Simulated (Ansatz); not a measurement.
**C2H4BClO: basis-set convergence**

How large a basis does C2H4BClO need? Two functionals are run in growing sets.

Program: Ansatz 0.2.0, Gaussian basis. Level of theory: one geometry, several basis sets. These are calculated values, not measurements.

Levels to be run: PBE0-D4/def2-SVP; ωB97M-V/def2-SVP; PBE0-D4/def2-QZVPP; ωB97M-V/def2-QZVPP; the functionals' def2-TZVPP values are taken from earlier runs.

**1. The relaxed structure**

All runs share one geometry, relaxed beforehand with PBE0-D4 in a triple-zeta def2 set.

SMILES `O=CCBCl`, 9 atoms, charge 0, spin multiplicity 1.

Atoms are counted from 1 here; the program's logs count them from 0.

Bond lengths: O1–C2 1.199 Å, C2–C3 1.498 Å, C2–H6 1.112 Å, C3–B4 1.560 Å, C3–H7 1.104 Å, C3–H8 1.091 Å, B4–Cl5 1.740 Å, B4–H9 1.193 Å. Angles: O1–C2–C3 124.3°, O1–C2–H6 120.7°, C3–C2–H6 115.0°, C2–C3–B4 112.8°, C2–C3–H7 106.9°, C2–C3–H8 111.2°, B4–C3–H7 102.7°, B4–C3–H8 114.1°, H7–C3–H8 108.5°, C3–B4–Cl5 120.7°, C3–B4–H9 122.4°, Cl5–B4–H9 116.9°.

**2. PBE0-D4 in def2-SVP**

File in.yaml:

```yaml
crystal:
  periodic: [false, false, false]
  atoms:
    - {symbol: O, position_ang: [-2.295929, 0.112016, 0.356354]}
    - {symbol: C, position_ang: [-1.251602, -0.460197, 0.218725]}
    - {symbol: C, position_ang: [0.085622, 0.139131, 0.529831]}
    - {symbol: B, position_ang: [1.012246, 0.230213, -0.722008]}
    - {symbol: Cl, position_ang: [2.168182, 1.521325, -0.878435]}
    - {symbol: H, position_ang: [-1.220175, -1.497976, -0.178323]}
    - {symbol: H, position_ang: [0.618068, -0.582862, 1.174019]}
    - {symbol: H, position_ang: [-0.020492, 1.077405, 1.075354]}
    - {symbol: H, position_ang: [0.992581, -0.585355, -1.592418]}
basis:
  gaussian: {orbitals: def2-SVP}
hamiltonian: {xc: pbe0, dispersion: d4}
output: {orbitals: {seedname: orbitals}}
```

Command:

```console
$ ansatz run in.yaml --threads 2 --pin off --events-out ev --progress --plain --max-ram 4352MiB
```

The log of the run:

```text
Functional definition: PBE0
  name "PBE0"
  cite "Adamo & Barone, J. Chem. Phys. 110, 6158 (1999) doi:10.1063/1.478522"
  cite "Perdew, Burke & Ernzerhof, Phys. Rev. Lett. 77, 3865 (1996) doi:10.1103/PhysRevLett.77.3865"
  parent pbe
  parameter a = 0.25
  parameter kappa = 0.804
  parameter beta = 0.06672455060314922
  exchange = (1 - a)*pbe_x(kappa = kappa, mu = beta*pi^2/3) + a*exact_x
  correlation = pbe_c(beta = beta)
1058 factors; their error is unknown
mean field evaluation 1: about -17363.8435 eV, gradient 4.6e1 eV
mean field evaluation 2: about -17360.1209 eV, gradient 6.4e1 eV
mean field evaluation 4: about -17368.3562 eV, gradient 3.1e0 eV
mean field evaluation 8: about -17368.3771 eV, gradient 6.3e-2 eV
mean field evaluation 16: about -17368.4232 eV, gradient 1.5e-5 eV
mean field -17368.42320147 eV, -638.2777799139 hartree, gradient 1.5e-5 eV, S^2 0.000000; 0 other end points of the search recorded, 0 dependent functions left out
reference -17368.42322261 eV, -638.2777806909 hartree; 23, 23 occupied and 71, 71 virtual orbitals, 1058 factors
Total energy: -17368.56614148 eV, -638.2830328624 hartree
```

Run time: 1.1 s. Hardware: 2 threads of Arm Neoverse V2, shared host.

**3. ωB97M-V in def2-SVP**

in.yaml: that of step 2 with these lines changed.

```diff
@@ -14,3 +14,3 @@
   gaussian: {orbitals: def2-SVP}
-hamiltonian: {xc: pbe0, dispersion: d4}
+hamiltonian: {xc: {name: wB97M-V}}
 output: {orbitals: {seedname: orbitals}}
```

Launched as before.

The log of the run (excerpt; [...] marks lines left out):

```text
Functional definition: wB97M-V
  name "wB97M-V"
  cite "Mardirossian & Head-Gordon, J. Chem. Phys. 144, 214110 (2016) doi:10.1063/1.4952647"
  cite "Becke, J. Chem. Phys. 107, 8554 (1997) doi:10.1063/1.475007"
  cite "Vydrov & Van Voorhis, J. Chem. Phys. 133, 244103 (2010) doi:10.1063/1.3521275"
  # Of w^i u^j: cxij and so on, Table III.
[...]
  gx(w, u) = 1 - cx + cx01*u + cx10*w
  gss(w, u) = css00 + css04*u^4 + css10*w + css20*w^2 + css43*w^4*u^3
  gos(w, u) = cos00 + cos10*w + (cos20 + cos21*u)*w^2 + (cos60 + cos61*u)*w^6
[...]
      + integral(e_c_pw_mod_opposite_spin*gos(b97_w_opposite, b97_u_opposite)) + vv10(b, c)
1051 factors; their error is unknown
239 factors; integrals over basis functions are off by at most 9.4e-6 eV
[...]
mean field -17375.62205527 eV, -638.5423329115 hartree, gradient 4.1e-5 eV, S^2 0.000000; 0 other end points of the search recorded, 0 dependent functions left out
reference -17375.62208920 eV, -638.5423341583 hartree; 23, 23 occupied and 71, 71 virtual orbitals, 1051 factors
Total energy: -17375.62208920 eV, -638.5423341583 hartree
```

Wall time 4.5 s (2 threads of Arm Neoverse V2, shared host).

**4. PBE0-D4 in def2-QZVPP**

in.yaml: that of step 3 with these lines changed.

```diff
@@ -13,4 +13,4 @@
 basis:
-  gaussian: {orbitals: def2-SVP}
-hamiltonian: {xc: {name: wB97M-V}}
+  gaussian: {orbitals: "def2-QZVPP.json"}
+hamiltonian: {xc: pbe0, dispersion: d4}
 output: {orbitals: {seedname: orbitals}}
```

Same command.

The log of the run:

```text
Functional definition: PBE0
  name "PBE0"
  cite "Adamo & Barone, J. Chem. Phys. 110, 6158 (1999) doi:10.1063/1.478522"
  cite "Perdew, Burke & Ernzerhof, Phys. Rev. Lett. 77, 3865 (1996) doi:10.1103/PhysRevLett.77.3865"
  parent pbe
  parameter a = 0.25
  parameter kappa = 0.804
  parameter beta = 0.06672455060314922
  exchange = (1 - a)*pbe_x(kappa = kappa, mu = beta*pi^2/3) + a*exact_x
  correlation = pbe_c(beta = beta)
1335 factors; their error is unknown
mean field evaluation 1: about -17372.0325 eV, gradient 5.7e1 eV
mean field evaluation 2: about -17367.6785 eV, gradient 7.3e1 eV
mean field evaluation 4: about -17378.7379 eV, gradient 5.8e0 eV
mean field evaluation 8: about -17378.8180 eV, gradient 3.2e-1 eV
mean field evaluation 16: about -17378.8181 eV, gradient 3.4e-5 eV
mean field -17378.81810173 eV, -638.6597854526 hartree, gradient 3.4e-5 eV, S^2 0.000000; 0 other end points of the search recorded, 0 dependent functions left out
reference -17378.81813677 eV, -638.6597867403 hartree; 23, 23 occupied and 395, 395 virtual orbitals, 1335 factors
Total energy: -17378.96105564 eV, -638.6650389117 hartree
```

Wall time 8.5 s (2 threads of Arm Neoverse V2, shared host); peak memory 1.1 GiB.

**5. ωB97M-V in def2-QZVPP**

in.yaml: that of step 4 with these lines changed.

```diff
@@ -14,3 +14,3 @@
   gaussian: {orbitals: "def2-QZVPP.json"}
-hamiltonian: {xc: pbe0, dispersion: d4}
+hamiltonian: {xc: {name: wB97M-V}}
 output: {orbitals: {seedname: orbitals}}
```

Launched as before.

The log of the run (excerpt; [...] marks lines left out):

```text
Functional definition: wB97M-V
  name "wB97M-V"
  cite "Mardirossian & Head-Gordon, J. Chem. Phys. 144, 214110 (2016) doi:10.1063/1.4952647"
  cite "Becke, J. Chem. Phys. 107, 8554 (1997) doi:10.1063/1.475007"
  cite "Vydrov & Van Voorhis, J. Chem. Phys. 133, 244103 (2010) doi:10.1063/1.3521275"
  # Of w^i u^j: cxij and so on, Table III.
[...]
  gx(w, u) = 1 - cx + cx01*u + cx10*w
  gss(w, u) = css00 + css04*u^4 + css10*w + css20*w^2 + css43*w^4*u^3
  gos(w, u) = cos00 + cos10*w + (cos20 + cos21*u)*w^2 + (cos60 + cos61*u)*w^6
[...]
      + integral(e_c_pw_mod_opposite_spin*gos(b97_w_opposite, b97_u_opposite)) + vv10(b, c)
1319 factors; their error is unknown
323 factors; integrals over basis functions are off by at most 1.7e-5 eV
[...]
mean field -17386.16212472 eV, -638.9296733195 hartree, gradient 3.6e-5 eV, S^2 0.000000; 0 other end points of the search recorded, 0 dependent functions left out
reference -17386.16218031 eV, -638.9296753623 hartree; 23, 23 occupied and 395, 395 virtual orbitals, 1319 factors
Total energy: -17386.16218031 eV, -638.9296753623 hartree
```

Wall time 22 s (2 threads of Arm Neoverse V2, shared host); peak memory 1.4 GiB.

**6. Density functionals: the series**

The def2-TZVPP values come from earlier runs at the same geometry.

```tsv
functional	basis	functions	energy (eV)	from the largest (eV)	HOMO (eV)	LUMO (eV)
PBE0-D4	def2-SVP	94	-17368.5661	10.395	-7.47	-1.56
PBE0-D4	def2-TZVPP	222	-17378.3249	0.636	-7.64	-1.73
PBE0-D4	def2-QZVPP	418	-17378.9611	0.000	-7.68	-1.78
ωB97M-V	def2-SVP	94	-17375.6221	10.540	-9.82	0.56
ωB97M-V	def2-TZVPP	222	-17385.5575	0.605	-10.02	0.31
ωB97M-V	def2-QZVPP	418	-17386.1622	0.000	-10.06	0.23
```

**7. Results**

| quantity | value |
| --- | --- |
| PBE0-D4: double and triple zeta above quadruple | 10.39, 0.64 eV |
| ωB97M-V: double and triple zeta above quadruple | 10.54, 0.60 eV |

**Reading.** For PBE0-D4 the step from double to triple zeta gains 9.76 eV and the next only 0.64 eV. These are total energies; as a rule much of such shifts cancels in differences, which this series doesn't test.

For PBE0-D4 the largest set took about 7 times as long as the smallest (8.5 s against 1.1 s).
